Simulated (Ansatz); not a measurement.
# C2H7BSSi: the cost of one run

Method: RKS PBE/STO-3G, in Ansatz 0.2.0.

### 1 Starting point

Bond lengths: Si1–B2 1.918 Å, B2–C3 1.576 Å, C3–S4 1.857 Å, B2–C5 1.618 Å, S4–C5 1.871 Å, Si1–H6 1.533 Å, Si1–H7 1.471 Å, Si1–H8 1.410 Å, C3–H9 1.138 Å, C3–H10 1.151 Å, C5–H11 1.082 Å, C5–H12 1.089 Å. Angles (14 of 22 angles, heavy atoms first): Si1–B2–C3 136.4°, Si1–B2–C5 136.9°, C3–B2–C5 86.7°, B2–C3–S4 101.7°, C3–S4–C5 72.0°, B2–C5–S4 99.5°, B2–Si1–H6 107.4°, B2–Si1–H7 108.6°, B2–Si1–H8 110.9°, B2–C3–H9 114.7°, B2–C3–H10 112.2°, S4–C3–H9 111.7°, S4–C3–H10 108.5°, B2–C5–H11 110.0°.

Coordinates:

```xyz
12

Si   -1.6073   -0.9824    0.5160
B    -0.0301   -0.0196    0.0014
C     1.1244    0.7577    0.7416
S     2.2305    1.2273   -0.6736
C     0.7555    0.3126   -1.3732
H    -2.5492    0.0146    1.2009
H    -2.2937   -1.4427   -0.7013
H    -1.2877   -2.0434    1.3874
H     0.7816    1.6705    1.3292
H     1.7162    0.0780    1.4574
H     1.0718   -0.6061   -1.8504
H     0.1649    0.9784   -2.0015
```

### 2 Preparing the start

File input.yaml:

```yaml
crystal:
  periodic: [false, false, false]
  atoms:
    - { symbol: Si, position_ang: [-1.6073, -0.9824, 0.516] }
    - { symbol: B, position_ang: [-0.0301, -0.0196, 0.0014] }
    - { symbol: C, position_ang: [1.1244, 0.7577, 0.7416] }
    - { symbol: S, position_ang: [2.2305, 1.2273, -0.6736] }
    - { symbol: C, position_ang: [0.7555, 0.3126, -1.3732] }
    - { symbol: H, position_ang: [-2.5492, 0.0146, 1.2009] }
    - { symbol: H, position_ang: [-2.2937, -1.4427, -0.7013] }
    - { symbol: H, position_ang: [-1.2877, -2.0434, 1.3874] }
    - { symbol: H, position_ang: [0.7816, 1.6705, 1.3292] }
    - { symbol: H, position_ang: [1.7162, 0.078, 1.4574] }
    - { symbol: H, position_ang: [1.0718, -0.6061, -1.8504] }
    - { symbol: H, position_ang: [0.1649, 0.9784, -2.0015] }
basis:
  gaussian: { orbitals: STO-3G }
hamiltonian:
  xc: pbe
relax:
  f_tol: 0.02
  max_steps: 40
scf:
  lower_state_search: "off"
```

Run with:

```console
$ ansatz run input.yaml --threads 1 --pin off --max-ram 2048MiB --backend cpu --events-out ev --progress --plain --runs-dir out
```

**Question.** How long does this run take on 1 thread of Arm Neoverse V2, shared host, and how much memory does it need?

About 10 s, with a peak of 0.14 GiB.
